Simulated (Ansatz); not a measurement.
# K2Rb2: energies up the ladder

The task here is to estimate one member of a computed series from the others.

Program: Ansatz 0.2.0. Level of theory: the levels named in each step. These are calculated values, not measurements.

## The structure to begin with

Bond lengths: K1–Rb2 3.676 Å, K3–Rb4 3.676 Å.

Structure file:

```xyz
4

K    -2.8849    1.4711   -2.9841
Rb   -0.0404   -0.8424   -2.7189
K     0.7894   -2.2311    3.7135
Rb    0.9991    1.1901    2.3852
```

The first run:

input.yaml reads:

```yaml
crystal:
  periodic: [false, false, false]
  atoms:
    - { symbol: K, position_ang: [-2.88487, 1.47106, -2.98411] }
    - { symbol: Rb, position_ang: [-0.04045, -0.84236, -2.71891] }
    - { symbol: K, position_ang: [0.78937, -2.23113, 3.71354] }
    - { symbol: Rb, position_ang: [0.99906, 1.19006, 2.38523] }
basis:
  gaussian: { orbitals: def2-SVP }
hamiltonian:
  xc: pbe
  dispersion: d4
relax:
  f_tol: 0.03
  max_steps: 200
```

Command:

```
$ ansatz run input.yaml --threads 4 --pin off --max-ram 10240MiB --backend cpu --events-out ev --progress --plain --runs-dir out
```

Steps of the session up to this table: A rough first relaxation, PBE-D4/def2-SVP; Relaxation, PBE0-D4/def2-TZVPP; Frequencies, PBE0-D4/def2-TZVPP; Single point, PBE-D4/def2-TZVPP; Single point, r2SCAN-D4/def2-TZVPP; Single point, B3LYP-D4/def2-TZVPP; Single point, wB97M-V/def2-TZVPP; Single point, B2PLYP/def2-TZVPP; Single point, LDA/def2-TZVPP; Single point, PBE0-D4/def2-SVP; Single point, PBE-D4/def2-SVP; The cation of multiplicity 2 at the same geometry, PBE0-D4/def2-TZVPP; The cation of multiplicity 2 at the same geometry, PBE-D4/def2-TZVPP; The cation of multiplicity 2 at the same geometry, r2SCAN-D4/def2-TZVPP; The cation of multiplicity 2 at the same geometry, B3LYP-D4/def2-TZVPP; The cation of multiplicity 2 at the same geometry, wB97M-V/def2-TZVPP; The cation of multiplicity 2 at the same geometry, B2PLYP/def2-TZVPP.

One table of the session follows, with a row left open; its other results are not shown here.

It belongs to the step «Vertical ionisation energy». 

```
               level  vertical ionisation energy (eV)
   PBE-D4/def2-TZVPP                            3.467
r2SCAN-D4/def2-TZVPP                            3.238
 B3LYP-D4/def2-TZVPP                            3.466
  wB97M-V/def2-TZVPP                            3.448
   B2PLYP/def2-TZVPP                                ?
```

Q: Estimate the row for B2PLYP/def2-TZVPP from the others.

As computed: vertical ionisation energy (eV): 3.389. In the column «vertical ionisation energy (eV)» it lies between r2SCAN-D4/def2-TZVPP (3.238) and wB97M-V/def2-TZVPP (3.448).
